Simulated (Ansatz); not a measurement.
**Si5GeH12: a ladder of functionals and wavefunction methods**

One table from this session's results is given with a row withheld; the runs are named, their logs left out.

Method: functionals in def2-TZVPP, the program's frozen cores in correlated methods; program: Ansatz 0.2.0, Gaussian basis.

Plan: LDA (SPW92), PBE-D4, revPBE-D4, BLYP-D4, r2SCAN-D4, B97M-V, PBE0-D4, B3LYP-D4, r2SCANh-D4, r2SCAN0-D4, HSE06-D4, BHLYP-D4, CAM-B3LYP-D4, LC-ωPBE, ωB97X-V, ωB97M-V, B2PLYP, PBE-QIDH; CCSD(T)/def2-SVP; CCSD(T)/def2-TZVPP; MP2/def2-QZVPP; extrapolation to the limit; RPA on PBE.

**The relaxed structure**

All runs share one geometry, relaxed beforehand with PBE0-D4 in a triple-zeta def2 set.

18 atoms, charge 0, spin multiplicity 1.

Atoms are counted from 1 here; the program's logs count them from 0.

Bond lengths: Si1–Si2 2.346 Å, Si1–Si6 2.339 Å, Si1–H7 1.490 Å, Si1–H8 1.491 Å, Si2–Si3 2.343 Å, Si2–H9 1.490 Å, Si2–H10 1.490 Å, Si3–Ge4 2.381 Å, Si3–H11 1.489 Å, Si3–H12 1.490 Å, Ge4–Si5 2.389 Å, Ge4–H13 1.541 Å, Ge4–H14 1.540 Å, Si5–Si6 2.343 Å, Si5–H15 1.489 Å, Si5–H16 1.489 Å, Si6–H17 1.491 Å, Si6–H18 1.490 Å. Angles: Si2–Si1–Si6 108.4°, Si2–Si1–H7 110.7°, Si2–Si1–H8 108.8°, Si6–Si1–H7 112.4°, Si6–Si1–H8 108.2°, H7–Si1–H8 108.2°, Si1–Si2–Si3 110.0°, Si1–Si2–H9 109.4°, Si1–Si2–H10 109.8°, Si3–Si2–H9 109.9°, Si3–Si2–H10 109.5°, H9–Si2–H10 108.3°, Si2–Si3–Ge4 108.4°, Si2–Si3–H11 111.1°, Si2–Si3–H12 108.9°, Ge4–Si3–H11 112.1°, Ge4–Si3–H12 108.1°, H11–Si3–H12 108.2° and more.

As a file:

```
Si    0.1439    2.1332   -0.1609
Si    2.1168    0.9244    0.2239
Si    1.6360   -1.3630    0.3878
Ge   -0.1443   -1.8652   -1.1110
Si   -2.1439   -0.8720   -0.2602
Si   -1.6103    1.0600    0.9524
H     0.3039    3.5513    0.2663
H    -0.1520    2.1182   -1.6222
H     2.7502    1.4007    1.4859
H     3.0747    1.1525   -0.8945
H     2.8467   -2.1858    0.1141
H     1.1724   -1.6612    1.7723
H     0.1762   -1.2495   -2.4873
H    -0.3277   -3.3819   -1.3043
H    -2.8504   -1.8527    0.6102
H    -3.0453   -0.5136   -1.3905
H    -1.1428    0.6668    2.3123
H    -2.8040    1.9379    1.1058
```

The first run:

in.yaml

```yaml
crystal:
  periodic: [false, false, false]
  atoms:
    - {symbol: Si, position_ang: [0.143941, 2.133231, -0.160946]}
    - {symbol: Si, position_ang: [2.116806, 0.924435, 0.223855]}
    - {symbol: Si, position_ang: [1.636011, -1.362982, 0.387796]}
    - {symbol: Ge, position_ang: [-0.144311, -1.865181, -1.110952]}
    - {symbol: Si, position_ang: [-2.143894, -0.872017, -0.260186]}
    - {symbol: Si, position_ang: [-1.610282, 1.059951, 0.952426]}
    - {symbol: H, position_ang: [0.303859, 3.551283, 0.266310]}
    - {symbol: H, position_ang: [-0.151958, 2.118200, -1.622207]}
    - {symbol: H, position_ang: [2.750216, 1.400739, 1.485851]}
    - {symbol: H, position_ang: [3.074688, 1.152545, -0.894513]}
    - {symbol: H, position_ang: [2.846654, -2.185767, 0.114066]}
    - {symbol: H, position_ang: [1.172354, -1.661245, 1.772336]}
    - {symbol: H, position_ang: [0.176170, -1.249540, -2.487342]}
    - {symbol: H, position_ang: [-0.327689, -3.381910, -1.304335]}
    - {symbol: H, position_ang: [-2.850355, -1.852749, 0.610242]}
    - {symbol: H, position_ang: [-3.045322, -0.513633, -1.390456]}
    - {symbol: H, position_ang: [-1.142841, 0.666761, 2.312304]}
    - {symbol: H, position_ang: [-2.804037, 1.937868, 1.105770]}
basis:
  gaussian: {orbitals: def2-TZVPP}
hamiltonian: {xc: lda}
output: {orbitals: {seedname: orbitals}}
```

Steps of the session up to this table: LDA; PBE-D4 (GGA); revPBE-D4 (GGA); BLYP-D4 (GGA); r2SCAN-D4 (meta-GGA); B97M-V (meta-GGA); PBE0-D4 (hybrid); B3LYP-D4 (hybrid); r2SCANh-D4 (hybrid); r2SCAN0-D4 (hybrid); HSE06-D4 (hybrid); BHLYP-D4 (hybrid); CAM-B3LYP-D4 (range-separated); LC-ωPBE-D4 (range-separated; the results give it without D4); ωB97X-V (range-separated); ωB97M-V (range-separated); B2PLYP (double hybrid); PBE-QIDH (double hybrid).

One table of the session follows, with a row left open; its other results are not shown here.

It belongs to the step «Orbital energies across the functionals». 

| functional | HOMO (eV) | gap (eV) |
| --- | --- | --- |
| LDA (SPW92) | -6.70 | 4.98 |
| PBE-D4 | -6.62 | 5.08 |
| revPBE-D4 | -6.58 | 5.12 |
| BLYP-D4 | -6.47 | 5.12 |
| r2SCAN-D4 | -6.86 | 5.50 |
| B97M-V | -7.01 | 5.45 |
| PBE0-D4 | -7.64 | 6.87 |
| B3LYP-D4 | -7.45 | 6.55 |
| r2SCANh-D4 | -7.23 | 6.14 |
| r2SCAN0-D4 | -7.79 | 7.11 |
| HSE06-D4 | -7.26 | 6.12 |
| BHLYP-D4 | -8.55 | 8.73 |
| CAM-B3LYP-D4 | -8.83 | 9.14 |
| LC-ωPBE | -10.08 | 11.37 |
| ωB97X-V | ? | ? |
| ωB97M-V | -9.57 | 10.49 |

Estimate the missing values for ωB97X-V.

The run gave: HOMO (eV): -9.78; gap (eV): 10.99. In the column «HOMO (eV)» it lies between LC-ωPBE (-10.08) and ωB97M-V (-9.57).
